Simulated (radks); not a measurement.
**Cu³⁺ in [Ar] 3d8: an all-electron calculation**

The task here is to estimate one member of a computed series from the others.

Program: radks (a radial shooting solver on a logarithmic mesh, Libxc functionals) version 1. Level of theory: scalar-relativistic Kohn-Sham, PBEsol, spin-polarised, spherical densities, finite nucleus; open shells are filled with parallel spins first. These are calculated values, not measurements, unless marked.

### Starting point

* element: copper (Z = 29)
* charge: +3
* electrons: 26
* configuration: [Ar] 3d8
* nuclear rms radius: 3.8823 fm

The outer shells:

Cu³⁺
```
[Ar] core
3d [↑↓][↑↓][↑↓][↑ ][↑ ]
```

Set-up of the first run:

Settings of this run:

```text
Z 29
configuration [Ar] 3d8 4s0 4p0 4d0 4f0
relativity scalar-relativistic
functional pbe_sol,pbe_sol
spin polarised
nucleus finite rms 3.8823 fm
c 137.035999084
```

Among the steps run: Self-consistent calculation.

One of the session's tables, all rows but one given; the rest of the session is left out.

It belongs to the step «Orbitals and density». From the orbitals of this run (lengths in bohr):

```
  level      <r>  outermost maximum (interpolated)  90 % within  nodes
  1s up  0.05217                            0.0341       0.0932      0
1s down  0.05217                            0.0341       0.0932      0
  2s up   0.2355                             0.197        0.365      1
2s down   0.2353                             0.197        0.364      1
  2p up   0.2066                             0.158        0.338      0
2p down   0.2064                             0.158        0.338      0
  3s up        ?                                 ?            ?      ?
3s down   0.7068                             0.612         1.06      2
  3p up   0.7359                             0.616         1.13      1
3p down   0.7382                             0.617         1.14      1
  3d up   0.8499                             0.586         1.44      0
3d down   0.8626                             0.589         1.47      0
  4s up    2.052                              1.81         3.00      3
4s down    2.077                              1.83         3.03      3
  4p up    2.376                              2.08         3.49      2
4p down    2.410                              2.11         3.54      2
```

Q: Estimate the row for 3s up from the others.

**Answer.** <r>: 0.7054; outermost maximum (interpolated): 0.612; 90 % within: 1.06; nodes: 2. In the column «<r>» it lies between 2s up (0.2355) and 3s down (0.7068).

Limits of these values: Open shells are spherical and high-spin; term and fine-structure splittings are not resolved.
